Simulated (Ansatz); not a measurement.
What does this script print? It uses Ansatz's Python interface.

The script, `run_torsion.py`:
```python
"""Rigid torsion scan of CH2ClGeO2(-)."""

from dataclasses import dataclass

import ansatz as az
from ase import Atoms


@dataclass(frozen=True)
class RunConfig:
    basis_set: str = "def2-SVP"
    functional: str = "b3lyp"
    net_charge: int = -1
    fmax: float = 0.02


opts = RunConfig()

atoms = Atoms(["O", "C", "O", "Ge", "Cl", "H", "H"], positions=[
    (1.6382, -1.0154, 0.8363),
    (1.1463, -0.1738, 0.0413),
    (1.9544, 0.4429, -0.9038),
    (-0.7315, 0.207, 0.0905),
    (-1.7759, -1.1586, -1.2255),
    (-0.9751, 1.6645, -0.3775),
    (-1.2565, 0.0335, 1.5387),
])

# start the scan from a relaxed geometry
first = (
    az.Crystal.molecule_from_ase(atoms).calculation()
    .basis(gaussian=opts.basis_set)
    .functional(opts.functional)
    .charge(opts.net_charge)
    .relax(force_tolerance=opts.fmax, max_steps=80)
)
atoms.positions = first.run(threads=1, backend="cpu").report["positions_ang"]

start = atoms.get_dihedral(4, 3, 1, 0)
energies = {}
for turn in range(0, 360, 30):
    turned = atoms.copy()
    turned.set_dihedral(4, 3, 1, 0, start + turn, indices=[0, 1, 2])
    calculation = (
        az.Crystal.molecule_from_ase(turned).calculation()
        .basis(gaussian=opts.basis_set)
        .functional(opts.functional)
        .charge(opts.net_charge)
    )
    energies[round((start + turn) % 360)] = calculation.run(threads=1, backend="cpu").report["free_energy_ev"]
floor = min(energies.values())
print("dihedral Cl4-Ge3-C1-O0 (deg)   E - E(min) (kcal/mol)")
for angle, e in sorted(energies.items()):
    print(f"{angle:8d} {23.060548 * (e - floor):14.3f}  " + "#" * int(30 * (e - floor) / max(max(energies.values()) - floor, 1e-9)))
```

```console
$ python run_torsion.py
dihedral Cl4-Ge3-C1-O0 (deg)   E - E(min) (kcal/mol)
       0          9.220  ##############################
      30          8.678  ############################
      60          7.564  ########################
      90          6.233  ####################
     120          4.020  #############
     150          1.300  ####
     180          0.000
     210          1.306  ####
     240          4.025  #############
     270          6.233  ####################
     300          7.561  ########################
     330          8.677  ############################
```

What to keep in mind:
- The scan is rigid and the energies are electronic, in a modest basis. With rigid groups the curve can differ much from the relaxed path, the start wasn't checked as a minimum of this torsion, and equivalent turns needn't return to the same energy.
- b3lyp holds the VWN-RPA fit, as in Gaussian; the form of ORCA and Turbomole is b3lyp5.
- Anions want diffuse functions, which this basis lacks.
- The whole script took 3.6 min on 1 thread of Arm Neoverse V1, on a shared host, peak memory 0.31 GiB.

(Lines on the test bed's own set-up are left out of the output.)
